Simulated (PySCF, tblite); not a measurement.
# C₇H₉N₂+: vibronic structure

Wanted: vibronic structure for C₇H₉N₂+ (`C#C/C(C=[NH2+])=C/C=C/N`).

Computed with tblite 0.8.0 and PySCF 2.14.0 and routines of our own; the level stands in each step. Atoms count from 0.

## Step 1: The system as given

18 atoms, charge 1, multiplicity 1; geometry from: force field or distance geometry start.

## Step 2: Relaxing the molecule with GFN2-xTB

The job: settings as JSON, then the geometry in Å.

```
{"job": {"kind": "relax", "xc": "GFN2-xTB", "basis": "xTB"}, "charge": 1, "multiplicity": 1}
C     -2.607000     2.482000    -0.549500
C     -1.900900     1.547200    -0.368000
C     -1.024000     0.421300    -0.129000
C     -1.624200    -0.907900     0.104900
N     -2.885700    -1.151800     0.145900
C      0.292700     0.623400    -0.152200
C      1.365400    -0.333300     0.045900
C      2.663700     0.014400     0.008100
N      3.724500    -0.818900     0.178400
H     -3.230200     3.342900    -0.717100
H     -0.959600    -1.773400     0.284900
H     -3.578100    -0.415000    -0.010900
H     -3.257400    -2.084900     0.320900
H      0.654600     1.642000    -0.340500
H      1.131100    -1.368700     0.246100
H      2.958600     1.040300    -0.175000
H      4.665900    -0.443300     0.125000
H      3.602000    -1.810000     0.363500
```

The run is started by

```sh
OMP_NUM_THREADS=1 python excited_run.py task.json out
```

This one command runs all jobs of the session in turn.

Output:

```text
step      E/eV     max force
  0    -677.18473    4.155
  1    -677.30530    5.975
  2    -677.42509    4.029
  3    -677.51881    0.748
  4    -677.53922    0.515
  5    -677.54985    0.275
  6    -677.56502    0.394
  7    -677.56871    0.149
  8    -677.57125    0.124
  9    -677.57344    0.138
 10    -677.57511    0.099
 11    -677.57639    0.110
 12    -677.57796    0.115
 13    -677.57979    0.137
 14    -677.58132    0.104
 15    -677.58220    0.083
 16    -677.58279    0.070
 17    -677.58338    0.078
 18    -677.58400    0.074
 19    -677.58460    0.089
 20    -677.58516    0.069
 21    -677.58567    0.055
 22    -677.58616    0.054
 23    -677.58666    0.049
 24    -677.58715    0.056
 25    -677.58756    0.051
 26    -677.58788    0.047
 27    -677.58813    0.039
 28    -677.58835    0.037
 29    -677.58855    0.048
 30    -677.58874    0.047
 31    -677.58892    0.039
 32    -677.58908    0.035
 33    -677.58923    0.042
 34    -677.58939    0.039
 35    -677.58959    0.041
 36    -677.58981    0.037
 37    -677.58999    0.029
 38    -677.59009    0.025
 39    -677.59015    0.021
 40    -677.59021    0.023
 41    -677.59029    0.031
 42    -677.59035    0.022
 43    -677.59038    0.010
 44    -677.59039    0.009
```

Wall time 0.3 s (1 thread of Arm Neoverse V1, shared host); peak memory 0.18 GiB.

Along the way: (not every step is listed)

| step | energy from step 0 (eV) | largest force (eV/Å) |
| --- | --- | --- |
| 0 | 0.0000 | 4.1547 |
| 1 | -0.1206 | 5.9750 |
| 2 | -0.2404 | 4.0288 |
| 3 | -0.3341 | 0.7481 |
| 4 | -0.3545 | 0.5153 |
| 5 | -0.3651 | 0.2750 |
| 6 | -0.3803 | 0.3938 |
| 7 | -0.3840 | 0.1487 |
| 8 | -0.3865 | 0.1239 |
| 11 | -0.3917 | 0.1102 |
| 14 | -0.3966 | 0.1036 |
| 17 | -0.3987 | 0.0775 |
| 20 | -0.4004 | 0.0689 |
| 23 | -0.4019 | 0.0493 |
| 26 | -0.4032 | 0.0466 |
| 29 | -0.4038 | 0.0477 |
| 32 | -0.4044 | 0.0349 |
| 35 | -0.4049 | 0.0405 |
| 38 | -0.4054 | 0.0249 |
| 39 | -0.4054 | 0.0212 |
| 40 | -0.4055 | 0.0234 |
| 41 | -0.4056 | 0.0310 |
| 42 | -0.4056 | 0.0223 |
| 43 | -0.4057 | 0.0104 |
| 44 | -0.4057 | 0.0091 |

Distances of close pairs at the start and the end, largest changes first:

| bond | before (Å) | after (Å) | change (Å) |
| --- | --- | --- | --- |
| C2–C3 | 1.477 | 1.393 | -0.084 |
| C2–C5 | 1.332 | 1.400 | +0.067 |
| C5–C6 | 1.451 | 1.387 | -0.064 |
| C7–N8 | 1.360 | 1.321 | -0.039 |
| C6–C7 | 1.345 | 1.381 | +0.036 |
| C3–N4 | 1.286 | 1.318 | +0.033 |
| C0–H9 | 1.076 | 1.050 | -0.026 |
| C3–H10 | 1.106 | 1.081 | -0.025 |

The next job starts from the end point, and lists it.

## Step 3: Harmonic vibrations with GFN2-xTB

The job: settings as JSON, then the geometry in Å.

```
{"job": {"kind": "ir", "xc": "GFN2-xTB", "basis": "xTB"}, "charge": 1, "multiplicity": 1}
C     -2.618642     2.385679    -0.530294
C     -1.879167     1.459062    -0.341995
C     -1.023869     0.343984    -0.116262
C     -1.620748    -0.894501     0.110980
N     -2.927204    -1.069195     0.124575
C      0.357476     0.568641    -0.137830
C      1.380159    -0.348263     0.052348
C      2.703444     0.041594     0.000211
N      3.729352    -0.772292     0.171565
H     -3.244296     3.212035    -0.697721
H     -1.010060    -1.768626     0.286217
H     -3.530969    -0.272255    -0.036277
H     -3.346858    -1.969948     0.290268
H      0.652284     1.594185    -0.327034
H      1.164679    -1.389149     0.245323
H      2.942764     1.080093    -0.192618
H      4.679443    -0.440353     0.124589
H      3.583453    -1.754376     0.355633
```

Output:

```text
mode    cm-1     km/mol
  1      79.5      4.93
  2      99.4      1.50
  3     122.8      4.34
  4     138.5      3.74
  5     194.4      0.70
  6     219.0      0.84
  7     260.2      0.23
  8     343.2      0.40
  9     351.9      5.09
 10     407.0      1.47
 11     459.0     16.44
 12     523.3      0.28
 13     531.8    240.16
 14     552.4    129.93
 15     585.0     50.82
 16     596.7      5.82
 17     626.7     81.47
 18     688.1      6.69
 19     703.8     27.94
 20     813.8      1.91
 21     853.7      0.88
 22     890.3      0.42
 23     904.9     24.96
 24     984.3     10.97
 25     995.8     49.80
 26    1014.8     15.79
 27    1184.8      3.18
 28    1238.3     28.54
 29    1275.5     17.25
 30    1279.4    165.73
 31    1286.6     86.51
 32    1332.7     29.79
 33    1352.8      7.71
 34    1432.2     13.57
 35    1449.8     53.47
 36    1533.1   2266.53
 37    1563.1    314.38
 38    1623.5    345.36
 39    2256.2      8.20
 40    3059.1      1.99
 41    3060.8      9.63
 42    3084.5     12.53
 43    3091.9     24.75
 44    3389.7     26.89
 45    3392.0    253.42
 46    3431.1    252.01
 47    3487.9    119.57
 48    3495.0     81.47
```

It took 0.63 s on 1 thread of Arm Neoverse V1, shared host; peak memory 0.18 GiB.

The strongest bands and the atoms that carry them (share of the mass-weighted mode):

| cm⁻¹ | km/mol | atoms |
| --- | --- | --- |
| 532 | 240.2 | H16 69 %, N8 14 %, H17 13 % |
| 552 | 129.9 | H12 49 %, H11 20 %, N4 14 % |
| 1279 | 165.7 | H15 40 %, H10 26 %, C2 15 % |
| 1533 | 2266.5 | C3 24 %, C5 19 %, C6 17 %, C2 13 % |
| 1563 | 314.4 | C5 31 %, C3 14 %, C7 14 % |
| 1624 | 345.4 | C7 38 %, C3 18 %, C6 16 %, N8 11 % |
| 3392 | 253.4 | H11 81 %, H12 11 % |
| 3431 | 252.0 | H17 70 %, H16 26 % |

## Step 4: Vibronic structure: TDDFT B3LYP/def2-SVP

Settings changed since step 3:

```diff
@@ -1,2 +1,2 @@
-{"job": {"kind": "ir", "xc": "GFN2-xTB", "basis": "xTB"}, "charge": 1, "multiplicity": 1}
+{"job": {"kind": "vib", "xc": "B3LYP", "basis": "def2-SVP", "tda": false}, "charge": 1, "multiplicity": 1}
 C     -2.618642     2.385679    -0.530294
```

Method: TDDFT B3LYP/def2-SVP vertical-gradient vibronic structure (displaced harmonic oscillators, Condon), gas phase.

Output:

```text
final grid: 68752 points
cycle   1  E = -381.0336051078  dE =  1.632e+00  |g| = 4.250e-01  |ddm| = 4.946e+00
cycle   2  E = -381.0044168950  dE =  2.919e-02  |g| = 5.210e-01  |ddm| = 1.256e+00
cycle   3  E = -381.0799641867  dE = -7.555e-02  |g| = 1.592e-01  |ddm| = 7.593e-01
cycle   4  E = -381.0862184723  dE = -6.254e-03  |g| = 5.643e-02  |ddm| = 2.090e-01
cycle   5  E = -381.0869023702  dE = -6.839e-04  |g| = 2.628e-02  |ddm| = 7.870e-02
cycle   6  E = -381.0870653086  dE = -1.629e-04  |g| = 8.456e-03  |ddm| = 3.089e-02
cycle   7  E = -381.0870844639  dE = -1.916e-05  |g| = 2.089e-03  |ddm| = 1.036e-02
cycle   8  E = -381.0870854198  dE = -9.559e-07  |g| = 7.900e-04  |ddm| = 2.317e-03
cycle   9  E = -381.0870855680  dE = -1.481e-07  |g| = 1.765e-04  |ddm| = 8.456e-04
cycle  10  E = -381.0870855733  dE = -5.319e-09  |g| = 1.219e-04  |ddm| = 3.310e-04
cycle  11  E = -381.0870855773  dE = -3.981e-09  |g| = 1.716e-05  |ddm| = 1.329e-04
cycle  12  E = -381.0870855773  dE = -3.979e-11  |g| = 1.250e-05  |ddm| = 3.073e-05
converged SCF energy = -381.0870855773

Singlet excitations (eV, f): 3.388 (0.4109)  4.111 (0.0000)  4.666 (0.2573)  5.168 (0.4071)  5.836 (0.0000)  5.929 (0.0000)

State S1  3.3877 eV  f = 0.41085  H->L 0.93
  relaxed dipole 0.818 D, largest gradient of the excitation energy 0.0501 Eh/bohr
  mode    cm-1        S   lambda/meV  Raman
   12    523.3    0.6334      41.1   0.263
   39   2256.2    0.1297      36.3   1.000
    9    351.9    0.4988      21.8   0.094
    4    138.5    1.2249      21.0   0.036
    7    260.2    0.4605      14.9   0.047
   27   1184.8    0.0640       9.4   0.136
   31   1286.6    0.0587       9.4   0.147
   16    596.7    0.1159       8.6   0.063
   21    853.7    0.0680       7.2   0.075
   36   1533.1    0.0180       3.4   0.064
   28   1238.3    0.0111       1.7   0.026
  reorganisation energy 0.1834 eV, total S 3.337, 0-0 3.2043 eV
  absorption maximum 3.304 eV, width 0.252 eV

State S3  4.6656 eV  f = 0.25729  H-2->L 0.86
  relaxed dipole 1.592 D, largest gradient of the excitation energy 0.0533 Eh/bohr
  mode    cm-1        S   lambda/meV  Raman
   37   1563.1    0.1688      32.7   1.000
   36   1533.1    0.1625      30.9   0.926
    7    260.2    0.4571      14.7   0.075
   38   1623.5    0.0718      14.4   0.459
   12    523.3    0.2214      14.4   0.147
   21    853.7    0.1341      14.2   0.237
   28   1238.3    0.0714      11.0   0.265
    4    138.5    0.5760       9.9   0.027
   33   1352.8    0.0586       9.8   0.260
    9    351.9    0.1901       8.3   0.057
   39   2256.2    0.0262       7.3   0.323
   29   1275.5    0.0457       7.2   0.180
  reorganisation energy 0.2119 eV, total S 2.692, 0-0 4.4537 eV
  absorption maximum 4.496 eV, width 0.346 eV

State S4  5.1679 eV  f = 0.40714  H->L+1 0.84
  relaxed dipole 3.446 D, largest gradient of the excitation energy 0.0610 Eh/bohr
  mode    cm-1        S   lambda/meV  Raman
   39   2256.2    0.2015      56.4   1.000
   27   1184.8    0.1899      27.9   0.260
   31   1286.6    0.1631      26.0   0.263
   38   1623.5    0.1202      24.2   0.309
   37   1563.1    0.0672      13.0   0.160
   36   1533.1    0.0683      13.0   0.157
   21    853.7    0.0860       9.1   0.061
   33   1352.8    0.0537       9.0   0.096
   28   1238.3    0.0511       7.8   0.076
   34   1432.2    0.0434       7.7   0.087
   35   1449.8    0.0411       7.4   0.084
    4    138.5    0.3355       5.8   0.006
  reorganisation energy 0.2331 eV, total S 1.972, 0-0 4.9348 eV
  absorption maximum 4.945 eV, width 0.242 eV

State T1  1.8686 eV  f = 0.00000  H->L 0.98
  relaxed dipole 2.536 D, largest gradient of the excitation energy 0.0253 Eh/bohr
  mode    cm-1        S   lambda/meV  Raman
    7    260.2    1.0171      32.8   0.601
   12    523.3    0.3916      25.4   0.937
   27   1184.8    0.0815      12.0   1.000
   31   1286.6    0.0555       8.9   0.803
    9    351.9    0.1691       7.4   0.183
    4    138.5    0.4285       7.4   0.072
   21    853.7    0.0499       5.3   0.318
   39   2256.2    0.0188       5.3   0.837
   33   1352.8    0.0200       3.4   0.320
    2     99.4    0.2649       3.3   0.023
   36   1533.1    0.0099       1.9   0.204
   16    596.7    0.0175       1.3   0.054
  reorganisation energy 0.1204 eV, total S 2.558, 0-0 1.7482 eV
  absorption maximum 1.814 eV, width 0.202 eV
```

It took 56 s on 1 thread of Arm Neoverse V1, shared host; peak memory 0.95 GiB.

Orbitals, density, ELF and potential are computed afterwards from the orbital file.

Frontier orbitals at B3LYP/def2-SVP, with the share of their density that lies nearest to each atom:

| orbital | energy (eV) | lies on |
| --- | --- | --- |
| HOMO | -9.71 | C0, C2 about 18 % each; C6 13 %; N4, N8 about 9 % each |
| LUMO | -6.42 | C3, C5 about 21 % each; C7 16 %; N4, N8 about 9 % each |

ELF in a plane through or near 18 of the atoms.

Ten even steps from '0' (0.00) to '9' (1.00):
```
0000000000000000000000000000
0000000000000000000000000000
0000000000000000000000000000
0000000000000000011289600000
0000000000001100134799900000
0000000598109940466699910000
0000000899509980688868400000
0000410599509970623864100000
0006995343535455843853100000
0008997744829281164100000000
0003883167676453630152000000
0000059911797006344899400000
0000089921998069385386100000
0000069801993199745750000000
0000000000120399408992000000
0000000000000055007991000000
0000000000000000003850000000
0000000000000000000000000000
0000000000000000000000000000
0000000000000000000000000000
```
The map spans 14.6 Å across and 10.6 Å up, centred on the molecule. Atoms in the plane (x, y in Å): C0 (3.0, 2.0), C1 (2.1, 1.2), C2 (1.1, 0.2), C3 (1.4, -1.2), N4 (2.7, -1.6), C5 (-0.3, 0.6), C6 (-1.4, -0.1), C7 (-2.7, 0.5), N8 (-3.8, -0.2), H9 (3.7, 2.7), H10 (0.7, -1.9), H11 (3.4, -0.9), H12 (3.0, -2.5), H13 (-0.4, 1.7), H14 (-1.4, -1.2), H15 (-2.7, 1.6), H16 (-4.7, 0.3), H17 (-3.8, -1.2).

On the surface of density 0.002 e/bohr³ the electrostatic potential runs, from the 1st to the 99th percentile, from 2.28 V near C0 to 5.67 V near H17.

## Step 5: Summary of results

| quantity | value |
| --- | --- |
| strongest single infrared mode (GFN2-xTB) | 1533 cm⁻¹, 2267 km/mol |
| zero-point energy (GFN2-xTB) | 89.0 kcal/mol |
| S1: vertical, reorganisation, 0-0, total S (step 4, TDDFT B3LYP/def2-SVP, modes from GFN2-xTB) | 3.39, 0.18, 3.20 eV; 3.3 |
| S3: vertical, reorganisation, 0-0, total S (step 4, TDDFT B3LYP/def2-SVP, modes from GFN2-xTB) | 4.67, 0.21, 4.45 eV; 2.7 |
| S4: vertical, reorganisation, 0-0, total S (step 4, TDDFT B3LYP/def2-SVP, modes from GFN2-xTB) | 5.17, 0.23, 4.93 eV; 2.0 |

In words: All 48 modes are real, so the xTB geometry is a minimum. The strongest single mode, at 1533 cm⁻¹, is spread over several atoms, C3, C5, C6, C2 among them. GFN2-xTB is a fitted tight-binding method: band positions and strengths are rough. Its intensities can rank the bands wrongly. The vibronic model keeps the ground-state modes (from xTB) and shifts them along the gradient alone, so it can miss much of the relaxation that a full optimisation finds. By nearest atom (B3LYP/def2-SVP), the HOMO sits on C0, C2 about 18 % each; C6 13 % and the LUMO on C3, C5 about 21 % each; C7 16 %.
